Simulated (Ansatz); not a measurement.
# C₂H₆O₂Si, SMILES O=CC(O)[SiH3]: a single point from an input written key by key

Program: Ansatz 0.2.0 through its Python package.

`c2h6o2si.py`:
```python
"""Run C2H6O2Si from an input written out key by key."""

import ansatz

DECK = """
crystal:
  periodic: [false, false, false]
  atoms:
    - { symbol: O, position_ang: [-1.5996, -0.4751, 1.7078] }
    - { symbol: C, position_ang: [-0.544, -0.0341, 1.3385] }
    - { symbol: C, position_ang: [0.1222, -0.563, 0.0803] }
    - { symbol: O, position_ang: [-0.5746, -1.6036, -0.479] }
    - { symbol: Si, position_ang: [0.6375, 0.8322, -1.0765] }
    - { symbol: H, position_ang: [0.0193, 0.7236, 1.9383] }
    - { symbol: H, position_ang: [1.1025, -1.0426, 0.4469] }
    - { symbol: H, position_ang: [-1.4331, -1.6445, 0.0501] }
    - { symbol: H, position_ang: [1.4548, 0.3722, -2.1616] }
    - { symbol: H, position_ang: [-0.5626, 1.5539, -1.5449] }
    - { symbol: H, position_ang: [1.443, 1.824, -0.2794] }
basis:
  gaussian: { orbitals: def2-SVP }
hamiltonian:
  xc: b3lyp
"""


def main() -> None:
    session = ansatz.Session.from_yaml(DECK)
    data = session.plan(threads=1).execute().report

    for key in ("converged", "free_energy_ev", "reference_energy_ev", "n_frozen", "n_occupied", "n_virtual"):
        print(f"{key:22s} {data[key]}")
    symbols = ["O", "C", "C", "O", "Si", "H", "H", "H", "H", "H", "H"]


if __name__ == "__main__":
    main()
```

```console
$ python c2h6o2si.py
converged              True
free_energy_ev         -14135.827449026767
reference_energy_ev    -14135.827449026767
n_frozen               0
n_occupied             [24, 24]
n_virtual              [80, 80]
```

Notes:
- Total energies depend on the basis set; only differences at equal settings carry meaning.
- The geometry is a force-field or estimated start, not a minimum of this method, and the basis set is short of its limit.
- b3lyp holds the VWN-RPA fit, as in Gaussian; the form of ORCA and Turbomole is b3lyp5.
- Timing: 4.6 s on 1 thread of Arm Neoverse N1 (shared host), peak memory 0.23 GiB.
